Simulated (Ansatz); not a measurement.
# Ba2Tl5V3O12 (P1) in Ansatz: relaxation of cell and atoms with r2SCAN+D4

Aim: the relaxation of cell and atoms of Ba2Tl5V3O12 with r2SCAN+D4.

Program: Ansatz 0.2.0. These are calculated values, not measurements. Logs are shortened: lines on timing, memory, paths and dates and some standing lists are left out, and cuts for length are marked.

**1. The crystal as given**

The typed cell holds 22 atoms: a = 6.653 Å, b = 8.840 Å, c = 9.892 Å, α = 71.07°, β = 73.99°, γ = 70.69°.

The cell was built by a generator and needn't be a form met in nature.

**2. Relaxation of cell and atoms, r2SCAN+D4, collinear spin, ferromagnetic start**

input.yaml reads:

```yaml
crystal:
  lattice:
    - [6.65272, 0.04946, 0.02017]
    - [2.8607, 8.36464, 0.00384]
    - [2.68279, 2.46936, 9.19569]
  atoms:
    - { symbol: Ba, position: [0.80419, 0.04665, 0.02264] }
    - { symbol: Ba, position: [0.21205, 0.95157, 0.34012] }
    - { symbol: V, position: [0.7454, 0.70796, 0.33582], spin: 2.0 }
    - { symbol: V, position: [0.25963, 0.26599, 0.03225], spin: 2.0 }
    - { symbol: V, position: [0.04074, 0.07695, 0.66106], spin: 2.0 }
    - { symbol: Tl, position: [0.25636, 0.39847, 0.35003] }
    - { symbol: Tl, position: [0.58966, 0.34866, 0.60553] }
    - { symbol: Tl, position: [0.57327, 0.88069, 0.66842] }
    - { symbol: Tl, position: [0.74552, 0.49664, 0.11648] }
    - { symbol: Tl, position: [0.11891, 0.64206, 0.74303] }
    - { symbol: O, position: [0.28433, 0.09717, 0.54175] }
    - { symbol: O, position: [0.8535, 0.49575, 0.34386] }
    - { symbol: O, position: [0.40255, 0.20448, 0.17282] }
    - { symbol: O, position: [0.88414, 0.05377, 0.55967] }
    - { symbol: O, position: [0.14017, 0.47956, 0.98899] }
    - { symbol: O, position: [0.54627, 0.73631, 0.48712] }
    - { symbol: O, position: [0.90594, 0.24279, 0.73262] }
    - { symbol: O, position: [0.61543, 0.80058, 0.18857] }
    - { symbol: O, position: [0.05538, 0.16451, 0.10164] }
    - { symbol: O, position: [0.08209, 0.90404, 0.80708] }
    - { symbol: O, position: [0.44178, 0.20123, 0.89187] }
    - { symbol: O, position: [0.94269, 0.80417, 0.30862] }
hamiltonian:
  xc: r2scan
  pseudopotentials: { kind: paw }
  dispersion: d4
magnetization:
  spin_polarized: true
kpoints:
  mp_grid: { grid: [3, 3, 2] }
scf:
  occupations: { method: fermi_dirac, width: 0.05 }
output:
  forces: true
  stress: true
  eigenvalues: true
relax:
  f_tol: 0.01
  max_steps: 40
  cell: { stress_tol: 0.05 }
```

Potentials or basis: Ansatz PAW.

On the command line:

```sh
$ ansatz run input.yaml --threads 8 --pin off --max-ram 20480MiB --backend cpu --events-out ev --progress --plain --runs-dir out
```

The log of the run:

```text
Warning: RAYON_NUM_THREADS=8 ignored (pool sized by the plan → 8); use --threads N
Engine: ansatz 0.2.0, x86_64-unknown-linux-gnu
Pseudopotentials: kind: paw
Pseudopotential: Ba, paw, valence charge 10, recommended cutoff 500 eV (meta_gga), Ba.paw.azcp
Pseudopotential: V, paw, valence charge 13, recommended cutoff 500 eV (meta_gga), V.paw.azcp
Pseudopotential: Tl, paw, valence charge 13, recommended cutoff 500 eV (meta_gga), Tl.paw.azcp
Pseudopotential: O, paw, valence charge 6, recommended cutoff 500 eV (meta_gga), O.paw.azcp
Functional definition: r2SCAN
  parameter k0 = 0.174
  parameter k1 = 0.065
  parameter a1 = 4.9479
  exchange = r2scan_x(k0 = k0, k1 = k1, a1 = a1)
  correlation = r2scan_c
Crystal: 22 atoms, lattice volume = 510.044 Å³
Basis set: ecut = 500 eV, 12927 PW (Γ), exchange–correlation on 200×288×300 points (64 copies of the dense FFT grid, shifted against one another)
Bands: 123, of which v1, the nominal top of the filled ones, is band 98 counted from 1 (97 counted from 0)
Symmetry: 1 space group operations
Space group: P1 (ITA 1), of the structure as read, at distance tolerance 8.0e-5 Å
Magnetic group: BNS 1.1 (UNI 1), of the structure as read, at distance tolerance 8.0e-5 Å
k-points: 10 of 18 (time reversal used)
Non-local potential: Ba, projectors of the file, l = 0: 3, l = 1: 2, l = 2: 2, l = 3: 2
Non-local potential: V, projectors of the file, l = 0: 3, l = 1: 2, l = 2: 3, l = 3: 1
Non-local potential: Tl, projectors of the file, l = 0: 2, l = 1: 2, l = 2: 2, l = 3: 1
Non-local potential: O, projectors of the file, l = 0: 2, l = 1: 2, l = 2: 1
PAW form: soft (Blöchl's): semilocal exchange-correlation on the pseudo side does not see the compensation charge
PAW frozen core: Ba, regenerated for the run's functional (the file was generated under x = pbe(κ = 0.804, μ = 0.2195149727645171), c = pbe(β = 0.06672455060314922))
PAW frozen core: V, regenerated for the run's functional (the file was generated under x = pbe(κ = 0.804, μ = 0.2195149727645171), c = pbe(β = 0.06672455060314922))
PAW frozen core: Tl, regenerated for the run's functional (the file was generated under x = pbe(κ = 0.804, μ = 0.2195149727645171), c = pbe(β = 0.06672455060314922))
PAW frozen core: O, regenerated for the run's functional (the file was generated under x = pbe(κ = 0.804, μ = 0.2195149727645171), c = pbe(β = 0.06672455060314922))
PAW one-centre angular grid: Ba, 302 points (default); XC on 160 Gauss nodes
PAW one-centre angular grid: V, 590 points (default); XC on 160 Gauss nodes
[... 603 lines left out ...]
  E_ewald      = -12212.633680
  E_disp       = -1.527711  (pairwise vdW)
  E_core_change = 4.159003  (= ΣΔE_core)
  E_smearing   = -0.000000  (= −TS)
  E_closure    = 0.000000  (closes the sum)
  Σ components = -84814.670067   (vs F -84814.670067, Δ=0.00e0)
--- Forces (eV/Å), atoms counted from 1 ---
  atom   1  Ba     0.00002117    -0.00178622    -0.00192240
  atom   2  Ba     0.00046894     0.00032122     0.00121231
  atom   3  V     -0.00186634    -0.00133526     0.00623132
  atom   4  V     -0.00089602    -0.00425877     0.00056290
  atom   5  V     -0.00514612     0.00035817    -0.00085366
  atom   6  Tl     0.00136032     0.00155161    -0.00003972
[... 14 lines left out ...]
  atom  21  O      0.00063701     0.00129717    -0.00028300
  atom  22  O      0.00160471     0.00073615    -0.00082676
  max |Σ_I F_I| component: 1.87e-5 eV/Å
--- Stress (GPa, compression-positive) ---
        0.000267      -0.008818       0.001338
       -0.008811       0.001398      -0.002174
        0.001344      -0.002177       0.013546
  P = ⅓ Tr σ = 0.0051 GPa (0.051 kbar)
--- Band table (eV; the first three rows and the last of 20) ---
  k-point 0 ↑: bands = ["-61.1655", "-61.0316", "-60.8807", "-34.0326", "-34.0032", "-33.9695", "-33.8855", "-33.8619", "-33.8405", "-33.7572", "-33.7248", "-33.6918", "-20.8076", "-20.5910", "-12.7003", "-12.6326", "-12.4933", "-12.3163", "-12.2163", "-12.1563", "-12.0417", "-12.0139", "-11.9706", "-11.9611", "-11.8199", "-11.7536", "-5.7674", "-5.6123", "-5.5635", "-5.4508", "-5.4112", "-5.3664", "-5.2083", "-5.1983", "-5.1762", "-5.0907", "-5.0590", "-4.7599", "-4.7497", "-4.6926", "-4.6434", "-4.6283", "-4.6091", "-4.5920", "-4.5727", "-4.5682", "-4.5446", "-4.3394", "-4.3276", "-4.2969", "-4.2810", "-4.2779", "-4.1275", "-4.1222", "-4.0762", "-4.0710", "-4.0529", "-0.1166", "0.0447", "0.4959", "0.8194", "1.0428", "1.6281", "1.7198", "1.8451", "1.9153", "1.9562", "1.9601", "2.0218", "2.1085", "2.1325", "2.2178", "2.2753", "2.3825", "2.4382", "2.5037", "2.6929", "2.7681", "2.8205", "2.9637", "3.0355", "3.1840", "3.2232", "3.4576", "3.5595", "3.5985", "3.7898", "3.8607", "3.9397", "4.0656", "4.1121", "4.1838", "4.2846", "4.3014", "4.3769", "4.4547", "4.7496", "5.1345", "8.6949", "8.7694", "8.8866", "9.0172", "9.0751", "9.1046", "9.1946", "9.2527", "9.6029", "9.8865", "10.0441", "10.1091", "10.2099", "10.3444", "10.5066", "10.5209", "10.5576", "10.6312", "10.8319", "10.8793", "11.0168", "11.1639", "11.5781", "11.6178", "11.8192"]
  k-point 1 ↑: bands = ["-61.1655", "-61.0316", "-60.8807", "-34.0326", "-34.0032", "-33.9695", "-33.8855", "-33.8619", "-33.8405", "-33.7572", "-33.7248", "-33.6918", "-20.8073", "-20.5914", "-12.7002", "-12.6331", "-12.4831", "-12.3160", "-12.2162", "-12.1741", "-12.0425", "-12.0238", "-11.9647", "-11.9517", "-11.8182", "-11.7524", "-5.7679", "-5.6124", "-5.5631", "-5.4501", "-5.4132", "-5.3643", "-5.2088", "-5.1986", "-5.1762", "-5.0909", "-5.0590", "-4.7602", "-4.7468", "-4.6938", "-4.6438", "-4.6289", "-4.6069", "-4.5902", "-4.5767", "-4.5696", "-4.5450", "-4.3395", "-4.3276", "-4.2965", "-4.2810", "-4.2775", "-4.1272", "-4.1220", "-4.0761", "-4.0715", "-4.0527", "-0.1330", "0.0559", "0.5372", "0.7710", "1.0960", "1.6825", "1.7556", "1.8317", "1.8548", "1.8906", "1.9949", "2.0017", "2.0542", "2.0645", "2.2331", "2.2765", "2.3887", "2.5180", "2.5683", "2.6591", "2.8252", "2.8519", "2.9151", "3.0726", "3.2017", "3.2961", "3.3862", "3.4450", "3.5587", "3.7709", "3.7980", "3.9761", "4.0216", "4.0879", "4.1556", "4.2697", "4.3895", "4.4179", "4.4383", "4.7678", "5.2304", "8.3715", "8.7390", "8.8950", "8.9594", "9.0623", "9.1438", "9.1832", "9.3825", "9.7383", "9.9621", "10.1382", "10.2048", "10.2290", "10.4368", "10.5052", "10.5274", "10.6598", "10.6738", "10.7751", "10.8647", "10.9752", "11.1205", "11.3102", "11.7019", "11.8696"]
  k-point 2 ↑: bands = ["-61.1655", "-61.0316", "-60.8807", "-34.0326", "-34.0032", "-33.9695", "-33.8855", "-33.8619", "-33.8405", "-33.7572", "-33.7248", "-33.6918", "-20.8076", "-20.5910", "-12.7125", "-12.6293", "-12.4786", "-12.3186", "-12.2136", "-12.1625", "-12.0353", "-12.0073", "-11.9808", "-11.9651", "-11.8155", "-11.7578", "-5.7914", "-5.6132", "-5.5621", "-5.4524", "-5.4101", "-5.3604", "-5.2100", "-5.1988", "-5.1746", "-5.0769", "-5.0551", "-4.7602", "-4.7507", "-4.6924", "-4.6429", "-4.6241", "-4.6003", "-4.5901", "-4.5775", "-4.5687", "-4.5427", "-4.3381", "-4.3271", "-4.2966", "-4.2814", "-4.2802", "-4.1286", "-4.1214", "-4.0738", "-4.0699", "-4.0556", "-0.1438", "0.0760", "0.4883", "0.7097", "1.2872", "1.6110", "1.6974", "1.7552", "1.8394", "1.9433", "1.9947", "2.0186", "2.1117", "2.2224", "2.2490", "2.3011", "2.4018", "2.4474", "2.5601", "2.6891", "2.7312", "2.8005", "2.9755", "3.0129", "3.1421", "3.1754", "3.3558", "3.5061", "3.6044", "3.7188", "3.9343", "3.9927", "4.0560", "4.1411", "4.1658", "4.2596", "4.3029", "4.4117", "4.5147", "4.6321", "5.2702", "8.6817", "8.7170", "8.7633", "8.8500", "9.0193", "9.0935", "9.1548", "9.3474", "9.6886", "9.8212", "9.9960", "10.1442", "10.2697", "10.3335", "10.4043", "10.5121", "10.5345", "10.7039", "10.8470", "10.9366", "11.0074", "11.3359", "11.5203", "11.6043", "11.7513"]
  k-point 9 ↓: bands = ["-61.1655", "-61.0316", "-60.8807", "-34.0327", "-34.0032", "-33.9695", "-33.8855", "-33.8619", "-33.8406", "-33.7572", "-33.7249", "-33.6918", "-20.8051", "-20.5921", "-12.6849", "-12.6135", "-12.4468", "-12.3307", "-12.2679", "-12.1601", "-12.0646", "-12.0056", "-11.9800", "-11.9546", "-11.8106", "-11.7614", "-5.7442", "-5.6220", "-5.5719", "-5.4556", "-5.4124", "-5.3781", "-5.2134", "-5.2016", "-5.1733", "-5.0977", "-5.0574", "-4.7614", "-4.7486", "-4.6939", "-4.6355", "-4.6271", "-4.6005", "-4.5857", "-4.5763", "-4.5655", "-4.5409", "-4.3488", "-4.3288", "-4.2970", "-4.2820", "-4.2790", "-4.1302", "-4.1170", "-4.0736", "-4.0708", "-4.0561", "-0.1352", "0.0207", "0.4074", "0.4862", "1.0425", "1.6347", "1.6914", "1.7565", "1.8018", "1.9188", "2.0104", "2.0416", "2.0988", "2.1442", "2.2818", "2.4424", "2.4880", "2.5442", "2.7205", "2.7722", "2.8451", "2.9356", "3.0431", "3.1748", "3.2161", "3.2879", "3.3496", "3.4498", "3.6208", "3.7606", "3.8380", "3.9234", "4.0308", "4.0833", "4.1463", "4.2800", "4.3123", "4.4189", "4.5589", "4.7105", "5.1430", "8.4398", "8.8038", "8.8990", "8.9493", "8.9754", "9.0843", "9.2687", "9.3073", "9.6101", "9.7077", "9.9486", "10.1149", "10.1677", "10.3367", "10.4049", "10.5479", "10.5668", "10.6055", "10.7342", "10.9220", "10.9388", "11.1788", "11.4475", "11.6958", "12.0135"]
--- Relaxed structure (27 steps of the walk, 25 accepted, 1 SCFs on fresh bases) ---
  F+E_penalty+E_count = -84814.67006714 eV   max|allowed force component| = 6.231e-3 eV/Å   (the final SCF, on the basis selected at the relaxed cell)
  cell:  # Å, volume = 436.2069 Å³
    - [5.908625444196993, -0.562631470785909, 0.0005597433717373507]
    - [1.7763726344731523, 7.715981088713288, -0.13608952036450386]
    - [2.131781446773262, 1.9646435704957173, 9.325359231000169]
  atoms:
    - { symbol: Ba, position: [0.828289365769214, -0.0037710821268705716, 0.028198075915182905] }
    - { symbol: Ba, position: [0.20877764519541933, 1.01708196163918, 0.3496778711368545] }
    - { symbol: V, position: [0.6728263750724737, 0.7052650652295662, 0.3449883720480498] }
    - { symbol: V, position: [0.3217664873644517, 0.2621351090280379, 0.007760431815257559] }
    - { symbol: V, position: [0.06023707969862782, 0.08384898691576301, 0.683037747994621] }
    - { symbol: Tl, position: [0.20072928214790464, 0.5207061633014514, 0.3068551316344779] }
    - { symbol: Tl, position: [0.579953601474935, 0.3277664747078575, 0.6300119402399236] }
    - { symbol: Tl, position: [0.5533496379793733, 0.8491617264141484, 0.7226655649532889] }
    - { symbol: Tl, position: [0.7657561042139044, 0.47256831363324747, 0.07215743779611007] }
    - { symbol: Tl, position: [0.09153243197916416, 0.585477347742391, 0.7135890628692587] }
    - { symbol: O, position: [0.3264713501004683, 0.11205248683274982, 0.5766424460757291] }
    - { symbol: O, position: [0.7460365449417665, 0.488682742439556, 0.346216438100529] }
    - { symbol: O, position: [0.5010240998297615, 0.23737293820629574, 0.13337962728157615] }
    - { symbol: O, position: [0.8770586168878329, 0.0776165088800162, 0.5689366192481433] }
    - { symbol: O, position: [0.29863585232166323, 0.47023422658579617, 0.9141685869763099] }
    - { symbol: O, position: [0.49491046011696277, 0.7422205559471624, 0.4967016466512502] }
    - { symbol: O, position: [0.9570776742958211, 0.24168721334945384, 0.7770540429285065] }
    - { symbol: O, position: [0.5204596727993691, 0.7943988596744765, 0.2103515220962148] }
    - { symbol: O, position: [0.05640544589069066, 0.20596256390317358, 0.11051392715661829] }
    - { symbol: O, position: [0.06864730139759093, 0.8870420196458991, 0.8015858701668055] }
    - { symbol: O, position: [0.4399432100395257, 0.11869733789327266, 0.9040105217284572] }
    - { symbol: O, position: [0.9301117604830811, 0.8037924801573786, 0.30148711518683363] }
```

Run time: 26 min. Hardware: 8 threads of AMD EPYC 7R13 (Zen 3), shared host; peak memory 4.6 GiB.

Results:

```yaml
Free_energy: -84814.6701 eV
Relaxed_volume: 19.83 Å³/atom
Relaxed_cell: a = 5.935 Å, b = 7.919 Å, c = 9.766 Å, α = 76.79°, β = 78.56°, γ = 82.48°
Space_group_after_relaxing_to_0.05_Å: P1 (No. 1)
Energy_gained_by_relaxing: 17.0 meV/atom
Ionic_steps: 26
Pressure_after_relaxing: 0.0 GPa
Largest_force_after_relaxing: 0.007 eV/Å
Band_gap_on_the_k_mesh: 2.86 eV, indirect (least direct gap 3.00 eV)
Net_moment: 0.00 μB per cell
Absolute_moment: 0.00 μB per cell
```

Forces in eV/Å, atoms in the order of the input:
```
Ba   0.000 -0.002 -0.002
Ba   0.000  0.000  0.001
V   -0.002 -0.001  0.006
V   -0.001 -0.004  0.001
V   -0.005  0.000 -0.001
Tl   0.001  0.002  0.000
Tl   0.002 -0.005 -0.001
Tl   0.002  0.001  0.001
Tl   0.001  0.001 -0.001
Tl  -0.003  0.001 -0.001
O    0.002  0.001 -0.002
O   -0.001  0.000  0.000
O    0.000 -0.001  0.001
O   -0.002  0.000 -0.001
O   -0.001  0.003  0.000
O    0.002 -0.001 -0.002
O    0.002  0.004  0.002
O   -0.002  0.001 -0.002
O   -0.001  0.002  0.001
O    0.002 -0.002  0.000
O    0.001  0.001  0.000
O    0.002  0.001 -0.001
```

The path:
| step | energy change (eV) | largest force (eV/Å) | volume (Å³) |
| --- | --- | --- | --- |
| 1 | 0.0000 | 0.4824 | 510.04 |
| 2 | -0.0734 | 0.5185 | 457.24 |
| 3 | -0.2154 | 0.1711 | 476.75 |
| 4 | -0.2447 | 0.1144 | 470.97 |
| 5 | -0.2795 | 0.3331 | 457.66 |
| 6 | -0.2961 | 0.2410 | 454.57 |
| 7 | -0.3096 | 0.1578 | 447.92 |
| 8 | -0.3139 | 0.0933 | 448.69 |
| 9 | -0.3174 | 0.0890 | 445.49 |
| 10 | -0.3215 | 0.1153 | 442.63 |
| 11 | -0.3223 | 0.0740 | 443.21 |
| 12 | -0.3230 | 0.0783 | 443.98 |
| 13 | -0.3261 | 0.0907 | 441.70 |
| 14 | -0.3290 | 0.1603 | 437.97 |
| 15 | -0.3314 | 0.1222 | 438.19 |
| 16 | -0.3393 | 0.2862 | 436.91 |
| 17 | -0.3522 | 0.2582 | 437.27 |
| 18 | -0.3685 | 0.0816 | 436.10 |
| 19 | -0.3775 | 0.2839 | 435.85 |
| 20 | -0.3879 | 0.1206 | 435.66 |
| 21 | -0.3906 | 0.0524 | 436.86 |
| 22 | -0.3921 | 0.0360 | 436.26 |
| 23 | -0.3925 | 0.0152 | 436.23 |
| 24 | -0.3926 | 0.0171 | 436.19 |
| 25 | -0.3927 | 0.0058 | 436.21 |
| 26 | -0.3741 | 0.0066 | 436.21 |

Final structure:
```
CELL_PARAMETERS angstrom
5.90863 -0.56263 0.00056
1.77637 7.71598 -0.13609
2.13178 1.96464 9.32536
ATOMIC_POSITIONS crystal
Ba 0.82829 0.99623 0.02820
Ba 0.20878 0.01708 0.34968
V 0.67283 0.70527 0.34499
V 0.32177 0.26214 0.00776
V 0.06024 0.08385 0.68304
Tl 0.20073 0.52071 0.30686
Tl 0.57995 0.32777 0.63001
Tl 0.55335 0.84916 0.72267
Tl 0.76576 0.47257 0.07216
Tl 0.09153 0.58548 0.71359
O 0.32647 0.11205 0.57664
O 0.74604 0.48868 0.34622
O 0.50102 0.23737 0.13338
O 0.87706 0.07762 0.56894
O 0.29864 0.47023 0.91417
O 0.49491 0.74222 0.49670
O 0.95708 0.24169 0.77705
O 0.52046 0.79440 0.21035
O 0.05641 0.20596 0.11051
O 0.06865 0.88704 0.80159
O 0.43994 0.11870 0.90401
O 0.93011 0.80379 0.30149
```

Caveat: the magnetic or orbital state may not be the lowest; odd divisions of the mesh miss points on the zone boundary, where band edges often lie, so the gap on the mesh can be too wide; the plane-wave basis is chosen anew once the cell has moved, so the energies of steps on either side of that aren't comparable; spin-orbit coupling is left out, which as a rule narrows the gap of such compounds by several tenths of an eV; the PAW data sets come from PBE, with cores solved anew for the run's functional, which leaves a small shift of forces and pressure; the starting moments weren't kept.
